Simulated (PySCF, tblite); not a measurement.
# C₈H₁₃ClO: geometry, infrared bands and NMR shifts

Wanted: the infrared bands and NMR shifts of C₈H₁₃ClO (`CC(=O)[C@H]1CC[C@@H](Cl)CC1`), by calculation.

Computed with tblite 0.8.0 and PySCF 2.14.0, with density-fitted response routines of our own, on a single molecule in the gas phase. Atoms are numbered from 0 throughout.

### Step 1. The starting structure

23 atoms, charge 0, multiplicity 1; geometry from: force field or distance geometry start.

Bonds of the start (Å): C0–C1 1.50, C1–O2 1.23, C1–C3 1.48, C3–C4 1.52, C4–C5 1.51, C5–C6 1.49, C6–Cl7 1.79, C6–C8 1.50, C8–C9 1.51, C9–C3 1.52, C0–H10 1.10, C0–H11 1.13, C0–H12 1.12, C3–H13 1.12, C4–H14 1.12, C4–H15 1.12, C5–H16 1.12, C5–H17 1.11, C6–H18 1.12, C8–H19 1.11, C8–H20 1.11, C9–H21 1.10, C9–H22 1.12.

### Step 2. Optimising the geometry with GFN2-xTB

What the job is given:

```
{"job": {"kind": "relax", "xc": "GFN2-xTB", "basis": "xTB"}, "charge": 0, "multiplicity": 1}
C      3.041300    -0.332300     0.383800
C      1.868900     0.602500     0.269300
O      1.974800     1.740900     0.732300
C      0.602200     0.175100    -0.368900
C      0.067600    -1.013400     0.419500
C     -1.390100    -1.296200     0.145700
C     -2.274400    -0.094300     0.168300
Cl    -2.545200     0.537600     1.817500
C     -1.721400     0.953100    -0.758100
C     -0.362200     1.340400    -0.229300
H      3.873400     0.039400    -0.236800
H      2.749000    -1.394300     0.130400
H      3.358900    -0.337600     1.454100
H      0.761400    -0.080700    -1.444400
H      0.219800    -0.872100     1.516700
H      0.628400    -1.935100     0.101000
H     -1.541700    -1.831900    -0.826300
H     -1.748100    -2.001700     0.931200
H     -3.301800    -0.347900    -0.212900
H     -2.353000     1.862300    -0.811800
H     -1.588600     0.508200    -1.760900
H      0.090200     2.209900    -0.723000
H     -0.414000     1.595000     0.858800
```

On the command line:

```console
OMP_NUM_THREADS=1 python probes_run.py task.json out
```

The driver reads the jobs from task.json and runs them one after another.

**Question.** This job is followed by: GFN2-xTB harmonic vibrations, gas phase; GIAO PBE0/pcSseg-1 NMR shielding, non-relativistic, gas phase. What will the session give for the following? strongest single infrared mode (GFN2-xTB); zero-point energy (GFN2-xTB); 13C shifts against TMS (PBE0/pcSseg-1, means over atoms taken as alike); 1H shifts against TMS (PBE0/pcSseg-1, means over atoms taken as alike); 17O shifts against H2O (PBE0/pcSseg-1); 35Cl shifts against HCl (PBE0/pcSseg-1).

As calculated:

```
                                                               quantity                                         value
                              strongest single infrared mode (GFN2-xTB)                         1772 cm⁻¹, 297 km/mol
                                           zero-point energy (GFN2-xTB)                                122.1 kcal/mol
13C shifts against TMS (PBE0/pcSseg-1, means over atoms taken as alike)       214.2, 63.1, 55.5, 37.7, 29.6, 25.3 ppm
 1H shifts against TMS (PBE0/pcSseg-1, means over atoms taken as alike)  4.30, 2.15, 2.09, 1.96, 1.79, 1.73, 1.61 ppm
                                 17O shifts against H2O (PBE0/pcSseg-1)                                     668.7 ppm
                                35Cl shifts against HCl (PBE0/pcSseg-1)                                       140 ppm
```

What this shows: Over 160 steps the energy fell by 0.529 eV; of the close pairs, C0–H11 changed most, 1.130 to 1.086 Å. No mode is imaginary among the 63: a minimum at this level. The strongest single mode, at 1772 cm⁻¹, moves mainly C1 and O2. Unscaled tight-binding wavenumbers are off by several per cent, some by more. Its intensities can rank the bands wrongly. C1 (ketone carbonyl carbon) lies farthest downfield among carbon, at 214.2 ppm; low-lying n→π* states of the double bond to the heteroatom give a large paramagnetic term (-275 ppm). The most deshielded hydrogen is H18 (hydrogen on an sp3 CH bonded to Cl), at 4.30 ppm: its carbon carries Cl, an electronegative neighbour. At PBE0/pcSseg-1: Shielding is most anisotropic at O2 (span 1298 ppm, paramagnetic term -732 ppm).
